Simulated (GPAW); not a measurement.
Write an ASE script for GPAW 26.7.0 that does the following.

```yaml
Task: relaxation of cell and atoms
Functional: PBEsol
Dispersion: D3(BJ)
Potentials_or_basis: PAW data sets generated in the run's folder for this functional
Cutoff: 800 eV
Basis: pw
k_mesh: 10 × 10 × 10
Occupations: fermi-dirac, width 0.05 eV
Spin: no spin polarisation
Maxiter: 150
Optimizer: BFGS
Fmax: 0.02 eV/Å
Max_steps: 60
Convergence: density=1e-05 forces=0.0001
```

HfB:

```
Hf B
1.0
     0.00000    2.31000    2.31000
     2.31000    0.00000    2.31000
     2.31000    2.31000    0.00000
Hf B
1 1
Cartesian
  2.3100 2.3100 2.3100
  0.0000 0.0000 0.0000
```

One way to write it, as run:

run.py

```python
from ase import Atoms
from ase.calculators.mixing import SumCalculator
from ase.filters import FrechetCellFilter
from ase.io import write
from ase.optimize import BFGS
from dftd3.ase import DFTD3
from gpaw import GPAW, PW, setup_paths

setup_paths.insert(0, '.')

atoms = Atoms(['Hf', 'B'],
              cell=[[0.0, 2.31, 2.31],
                    [2.31, 0.0, 2.31],
                    [2.31, 2.31, 0.0]],
              scaled_positions=[[0.5, 0.5, 0.5],
                                [0.0, 0.0, 0.0]],
              pbc=True)

calc = GPAW(mode=PW(800),
            xc='PBEsol',
            kpts={'size': (10, 10, 10), 'gamma': True},
            occupations={'name': 'fermi-dirac', 'width': 0.05},
            nbands=17,
            convergence={'density': 1e-05, 'forces': 0.0001},
            maxiter=150,
            txt='gpaw.txt')
atoms.calc = SumCalculator([calc, DFTD3(method='pbesol', damping='d3bj')])
opt = BFGS(FrechetCellFilter(atoms), trajectory='relax.traj', logfile='-')
done = opt.run(fmax=0.02, steps=60)
calc.write('gs.gpw')
write('result.traj', atoms)
print('Converged:', done)
print('Cell:', atoms.cell.cellpar().round(4))
print('Volume:', round(atoms.get_volume(), 4))
print(atoms.get_scaled_positions().round(5))
```

Potentials or basis: PAW data sets generated in the run's folder for this functional, pw.

The run is started by

```bash
$ gpaw-setup -f PBEsol B Hf
$ OMP_NUM_THREADS=1 python run.py
```

It gave:

* Relaxed volume: 13.49 Å³/atom
* Relaxed cell: a = 3.366 Å, b = 3.366 Å, c = 3.366 Å, α = 60.00°, β = 60.00°, γ = 60.00°
* Space group after relaxing (to 0.05 Å): Fm-3m (No. 225)
* Energy gained by relaxing: 68.3 meV/atom
* Ionic steps: 4
* Pressure after relaxing: 0.0 GPa
* Band gap on the k mesh: none (metal or under the smearing width)
* Dispersion energy per atom: -0.372 eV

Caveat: later steps reuse the first step's grids; pairwise dispersion overbinds metals, which lowers pressure and volume.

It took 70 s on 1 thread of Arm Neoverse V2, with other jobs on the host, peak memory 0.23 GiB.
